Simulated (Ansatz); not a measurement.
# AlFH₄OSSi: basis-set convergence

The task here is to estimate one member of a computed series from the others.

Method: one geometry, several basis sets; program: Ansatz 0.2.0, Gaussian basis.

Plan: PBE0-D4/def2-SVP; ωB97M-V/def2-SVP; PBE0-D4/def2-QZVPP; ωB97M-V/def2-QZVPP; the functionals' def2-TZVPP values are taken from earlier runs.

## The relaxed structure

All runs share one geometry, relaxed beforehand with PBE0-D4 in a triple-zeta def2 set.

SMILES `[F][Al]([SH])[O][SiH3]`, 9 atoms, charge 0, spin multiplicity 1.

Atoms are counted from 1 here; the program's logs count them from 0.

Bond lengths: F1–Al2 1.640 Å, Al2–S3 2.159 Å, Al2–O4 1.666 Å, S3–H6 1.345 Å, O4–Si5 1.628 Å, Si5–H7 1.486 Å, Si5–H8 1.486 Å, Si5–H9 1.486 Å. Angles: F1–Al2–S3 117.5°, F1–Al2–O4 120.5°, S3–Al2–O4 122.0°, Al2–S3–H6 91.8°, Al2–O4–Si5 172.4°, O4–Si5–H7 109.8°, O4–Si5–H8 110.1°, O4–Si5–H9 109.5°, H7–Si5–H8 109.3°, H7–Si5–H9 109.1°, H8–Si5–H9 109.1°.

Geometry (Å):

```
F     1.0134   -2.6039   -0.8659
Al    1.1178   -1.1567   -0.1010
S     2.9632   -0.7031    0.9241
O    -0.1634   -0.0922   -0.1268
Si   -1.5218    0.7952   -0.2620
H     2.4992    0.4955    1.3201
H    -1.6345    1.3370   -1.6410
H    -2.7119   -0.0438    0.0339
H    -1.4736    1.9258    0.7015
```

Set-up of the first run:

The input, in.yaml:

```yaml
crystal:
  periodic: [false, false, false]
  atoms:
    - {symbol: F, position_ang: [1.013409, -2.603912, -0.865871]}
    - {symbol: Al, position_ang: [1.117844, -1.156717, -0.100973]}
    - {symbol: S, position_ang: [2.963225, -0.703123, 0.924072]}
    - {symbol: O, position_ang: [-0.163433, -0.092171, -0.126786]}
    - {symbol: Si, position_ang: [-1.521811, 0.795173, -0.262020]}
    - {symbol: H, position_ang: [2.499246, 0.495546, 1.320141]}
    - {symbol: H, position_ang: [-1.634517, 1.336987, -1.640978]}
    - {symbol: H, position_ang: [-2.711901, -0.043786, 0.033851]}
    - {symbol: H, position_ang: [-1.473562, 1.925806, 0.701465]}
basis:
  gaussian: {orbitals: def2-SVP}
hamiltonian: {xc: pbe0, dispersion: d4}
output: {orbitals: {seedname: orbitals}}
```

On the command line:

```bash
$ ansatz run in.yaml --threads 4 --pin off --events-out ev --progress --plain --max-ram 10444MiB
```

Among the steps run: PBE0-D4 in def2-SVP; ωB97M-V in def2-SVP; PBE0-D4 in def2-QZVPP; ωB97M-V in def2-QZVPP.

One table of the session follows, with a row left open; its other results are not shown here.

It belongs to the step «Density functionals: the series». 

| functional | basis | HOMO (eV) |
| --- | --- | --- |
| PBE0-D4 | def2-SVP | -7.94 |
| PBE0-D4 | def2-TZVPP | ? |
| PBE0-D4 | def2-QZVPP | -8.11 |
| ωB97M-V | def2-SVP | -10.08 |
| ωB97M-V | def2-TZVPP | -10.28 |
| ωB97M-V | def2-QZVPP | -10.31 |

Q: Estimate the row for PBE0-D4, def2-TZVPP from the others.

The run gave: HOMO (eV): -8.09. In the column «HOMO (eV)» it lies between PBE0-D4, def2-QZVPP (-8.11) and PBE0-D4, def2-SVP (-7.94).
